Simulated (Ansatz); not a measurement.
# SnO2: the cost of one run

Computed with Ansatz 0.2.0 (DFT PBE, scalar-relativistic, plane waves, PAW, unless a step's input says otherwise).

3 further runs of the same task are left out: 3 set aside as unsound or not needed.

**1. The system as given**

It takes space group P4_2/mnm (No. 136, tetragonal). The conventional cell has a = 4.828 Å, b = 4.828 Å, c = 3.238 Å, α = 90.00°, β = 90.00°, γ = 90.00°. Sn (site symmetry mmm) has 6 O at 2.09 Å in its first shell of neighbours. O (site symmetry m2m) has 3 Sn at 2.09 Å in its first shell of neighbours.

Structure file:

```cif
data_structure
_symmetry_space_group_name_H-M 'P 1'
_symmetry_Int_Tables_number 1
_cell_length_a 4.8277
_cell_length_b 4.8277
_cell_length_c 3.2380
_cell_angle_alpha 90.000
_cell_angle_beta 90.000
_cell_angle_gamma 90.000
_cell_volume 75.47
loop_
_atom_site_label
_atom_site_type_symbol
_atom_site_fract_x
_atom_site_fract_y
_atom_site_fract_z
_atom_site_occupancy
Sn1 Sn 0.00000 0.00000 0.00000 1
Sn2 Sn 0.50000 0.50000 0.50000 1
O1 O 0.30661 0.30661 0.00000 1
O2 O 0.19339 0.80661 0.50000 1
O3 O 0.69339 0.69339 0.00000 1
O4 O 0.80661 0.19339 0.50000 1
```

This cell was relaxed beforehand with the same method: volume 12.58 Å³/atom, gap on the mesh 0.68 eV.

**2. Zero of energy**

Reference values: F = -14317.9692 eV; pressure 0.00 GPa; largest force 0.004 eV/Å; gap on the mesh 0.68 eV. It was computed beforehand with the settings of the runs below.

**3. Normal modes**

The input, input.yaml:

```yaml
crystal:
  lattice:
    - [4.8277050007, 0.0, 0.0]
    - [0.0, 4.8277050007, 0.0]
    - [0.0, 0.0, 3.2379909335]
  atoms:
    - { symbol: Sn, position: [0.0, 0.0, 0.0] }
    - { symbol: Sn, position: [0.5, 0.5, 0.5] }
    - { symbol: O, position: [0.3066050867, 0.3066050867, 0.0] }
    - { symbol: O, position: [0.1933949133, 0.8066050867, 0.5] }
    - { symbol: O, position: [0.6933949133, 0.6933949133, 0.0] }
    - { symbol: O, position: [0.8066050867, 0.1933949133, 0.5] }
basis:
  ecutwfc: 420
kpoints:
  mp_grid: { grid: [6, 6, 8] }
hamiltonian:
  xc: pbe
scf:
  occupations: { method: gaussian, width: 0.05 }
output:
  eigenvalues: true
phonons:
  method: fd
  supercell: [1, 1, 1]
  amplitude: 0.02
  eigenvectors: true
  dielectric: false
```

Launch:

```sh
ansatz run input.yaml --threads 2 --pin off --max-ram 5120MiB --backend cpu --events-out ev --progress --plain --runs-dir out
```

Q: Estimate wall time and peak memory on 2 threads of Arm Neoverse V2, shared host.

About 46 s, with a peak of 0.56 GiB.
